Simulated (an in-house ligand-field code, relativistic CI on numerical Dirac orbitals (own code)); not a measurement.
**d8 in a ligand field: terms for several parameter sets**

Aim: the terms of a d8 shell from Racah B and C, spin-orbit ζ and the field, by exact diagonalisation.

Program: an in-house ligand-field code version 1. Level of theory: parametric ligand-field model of a d^n configuration (Racah B and C, spin-orbit zeta, crystal field), exact diagonalisation. These are calculated values, not measurements, unless marked.

## (1) The atom as given

| Property | Result |
| --- | --- |
| shell | d8 |
| set 1 (cm⁻¹) | B = 650, C = 2400, ζ = 1200, Td, 10Dq = -6500 |
| set 2 (cm⁻¹) | B = 900, C = 4000, ζ = 600, Oh, 10Dq = 9750 |
| set 3 (cm⁻¹) | B = 1140, C = 4740, ζ = 470, Oh, 10Dq = 18800 |
| set 4 (cm⁻¹) | B = 670, C = 2700, ζ = 570, Td, 10Dq = -11150 |
| set 5 (cm⁻¹) | B = 730, C = 3220, ζ = 650, Td, 10Dq = -3550 |
| set 6 (cm⁻¹) | B = 880, C = 3610, ζ = 3600, Oh, 10Dq = 11750 |
| set 7 (cm⁻¹) | B = 760, C = 2990, ζ = 3650, Oh, 10Dq = 32150 |
| set 8 (cm⁻¹) | B = 310, C = 1510, ζ = 510, Oh, 10Dq = 6500 |

## (2) Set 1

Settings of the run:

```ini
n = 8
racah_B = 650  # cm-1
racah_C = 2400  # cm-1
zeta = 1200  # cm-1
symmetry = Td
field = {"10Dq": -6500}  # cm-1
```

## (3) Set 2

Settings of the run:

```ini
n = 8
racah_B = 900  # cm-1
racah_C = 4000  # cm-1
zeta = 600  # cm-1
symmetry = Oh
field = {"10Dq": 9750}  # cm-1
```

## (4) Set 3

Settings of the run:

```ini
n = 8
racah_B = 1140  # cm-1
racah_C = 4740  # cm-1
zeta = 470  # cm-1
symmetry = Oh
field = {"10Dq": 18800}  # cm-1
```

## (5) Set 4

Settings of the run:

```ini
n = 8
racah_B = 670  # cm-1
racah_C = 2700  # cm-1
zeta = 570  # cm-1
symmetry = Td
field = {"10Dq": -11150}  # cm-1
```

## (6) Set 5

Settings of the run:

```ini
n = 8
racah_B = 730  # cm-1
racah_C = 3220  # cm-1
zeta = 650  # cm-1
symmetry = Td
field = {"10Dq": -3550}  # cm-1
```

## (7) Set 6

Settings of the run:

```ini
n = 8
racah_B = 880  # cm-1
racah_C = 3610  # cm-1
zeta = 3600  # cm-1
symmetry = Oh
field = {"10Dq": 11750}  # cm-1
```

## (8) Set 7

Settings of the run:

```ini
n = 8
racah_B = 760  # cm-1
racah_C = 2990  # cm-1
zeta = 3650  # cm-1
symmetry = Oh
field = {"10Dq": 32150}  # cm-1
```

## (9) Set 8

Settings of the run:

```ini
n = 8
racah_B = 310  # cm-1
racah_C = 1510  # cm-1
zeta = 510  # cm-1
symmetry = Oh
field = {"10Dq": 6500}  # cm-1
```

(Steps that only read results are left out.)

Q: Predict the outcome of this session. Wanted: lowest spin-orbit levels.

**Answer**, as computed:

| set | 10Dq/B (size) | lowest | S | electrons in z² and x²-y² | next level (cm⁻¹) |
| --- | --- | --- | --- | --- | --- |
| 1: Td | 10.0 | A1 | 1.00 | 3.91 | T1 686 |
| 2: Oh | 10.8 | T2 | 1.00 | 2.01 | E 9473 |
| 3: Oh | 16.5 | T2 | 1.00 | 2.00 | E 17840 |
| 4: Td | 16.6 | A1 | 1.00 | 3.95 | T1 373 |
| 5: Td | 4.9 | A1 | 1.00 | 3.87 | T1 370 |
| 6: Oh | 13.4 | T2 | 0.99 | 2.13 | E 8997 |
| 7: Oh | 42.3 | T2 | 1.00 | 2.03 | E 11476 |
| 8: Oh | 21.0 | T2 | 1.00 | 2.01 | E 5162 |

```
                quantity                                                   value
lowest spin-orbit levels  1: A1, 2: T2, 3: T2, 4: A1, 5: A1, 6: T2, 7: T2, 8: T2
```

In words: 8 of 8 sets have the highest spin that their shell allows, S = 1. A negative 10Dq stands for a tetrahedral field. With spin-orbit coupling the labels are those of spin-orbit levels, not of terms, and S is an average from the expectation value of its square. B, C and the field are free parameters here, not those of a compound.
